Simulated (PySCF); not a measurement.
# La(BH4)2: other functionals and bases at one geometry

The task here is to estimate one member of a computed series from the others.

Method: several levels, as the steps say, no spin–orbit coupling; program: PySCF 2.14.0.

1 further run of the same task is left out (for a known fault of the program).

### The system as given

11 atoms, charge 0, spin multiplicity 1.

Bond lengths: La1–B2 2.735 Å, La1–H4 2.537 Å, La1–H5 2.547 Å, La1–H6 2.548 Å, La1–B7 2.735 Å, La1–H9 2.537 Å, La1–H10 2.547 Å, La1–H11 2.548 Å, B2–H3 1.212 Å, B2–H4 1.255 Å, B2–H5 1.255 Å, B2–H6 1.255 Å, B7–H8 1.212 Å, B7–H9 1.255 Å, B7–H10 1.255 Å, B7–H11 1.255 Å. Angles: B2–La1–H4 27.2°, B2–La1–H5 27.2°, B2–La1–H6 27.2°, B2–La1–B7 172.0°, B2–La1–H9 147.2°, B2–La1–H10 160.6°, B2–La1–H11 149.2°, H4–La1–H5 46.7°, H4–La1–H6 46.6°, H4–La1–B7 147.2°, H4–La1–H9 138.8°, H4–La1–H10 163.6°, H4–La1–H11 122.1°, H5–La1–H6 46.6°, H5–La1–B7 160.6°, H5–La1–H9 163.6°, H5–La1–H10 134.3°, H5–La1–H11 149.2° and more.

Coordinates:

```xyz
11
B2H8La
La    0.0000    0.0000    0.6374
B     2.7287   -0.0091    0.8273
H     3.9374   -0.0197    0.9161
H     2.1968   -0.9031    1.5294
H     2.3388   -0.1974   -0.3506
H     2.2365    1.0827    1.2013
B    -2.7287    0.0091    0.8273
H    -3.9374    0.0198    0.9161
H    -2.1968    0.9031    1.5294
H    -2.3387    0.1974   -0.3506
H    -2.2365   -1.0827    1.2013
```

Formal oxidation states: La +2. Each metal's 1 4f electrons lie in its core potential, so multiplicities, spins and levels count the valence alone. For divalent La, Ce, Gd or Lu the extra electron is normally 5d or 6s, so this core forces an excited configuration. An earlier session relaxed this geometry at PBE0, La lcecp-0-SVP with ECP47, B def2-SVP, H def2-SVP (singlet, point group C1).

At PBE0 on the finer grid: E = -80.494722 Eh, frontier levels not given, since the 4f levels lie in the core, Mulliken charge on La1 +0.89 e, largest force component 0.009 eV/Å. 

Levels to run: CAM-B3LYP; wB97X; PBE0, TZVP. Hardware: 2 threads of Arm Neoverse V1, shared host.

The first run:

The input, run.py (the lines that set the calculation):

```python
mol = gto.M(atom='''
La     0.00000    -0.00002     0.63739
B      2.72873    -0.00911     0.82731
H      3.93744    -0.01972     0.91614
H      2.19676    -0.90313     1.52942
H      2.33876    -0.19740    -0.35062
H      2.23649     1.08273     1.20127
B     -2.72873     0.00912     0.82731
H     -3.93744     0.01975     0.91612
H     -2.19675     0.90312     1.52944
H     -2.33874     0.19741    -0.35061
H     -2.23652    -1.08274     1.20127''',
    basis={'La': 'lcecp-0-SVP', 'B': 'def2-SVP', 'H': 'def2-SVP'},
    ecp={'La': 'lcecp-0-SVP'},
    charge=0, spin=0)
mf = dft.RKS(mol, xc='CAMB3LYP')
mf.grids.atom_grid = (75, 302)  # f atoms: unpruned, at least (60, 302)
mf = mf.density_fit()  # fitting sets: La AutoAux, B def2-universal-JKFIT, H def2-universal-JKFIT
mf.conv_tol = 1e-08; mf.max_cycle = 55
mf.kernel(dm0)  # dm0: the density of the relaxed state
```

Command:

```
> OMP_NUM_THREADS=2 python run.py
```

Among the steps run: CAM-B3LYP; wB97X; PBE0, TZVP.

One of the session's tables, all rows but one given; the rest of the session is left out.

```
              level  charge on La1 (e)  dipole (D)  largest force component (eV/Å)
PBE0 (relaxed here)               0.89        1.12                            0.01
          CAM-B3LYP                  ?           ?                               ?
              wB97X               0.95        1.15                            0.12
         PBE0, TZVP               1.19        1.11                            0.28
```

Estimate the missing values for CAM-B3LYP.

The run gave: charge on La1 (e): 0.87; dipole (D): 1.14; largest force component (eV/Å): 0.12. In the column «charge on La1 (e)» it is the lowest.

The largest leftover force, 0.28 eV/Å with PBE0, TZVP, stands at a geometry relaxed at another level. With 4f in the core, its levels are missing from HOMO and gap, and its count is fixed, so no charge can pass from the ligands into it. Total energies of different levels can't be compared.
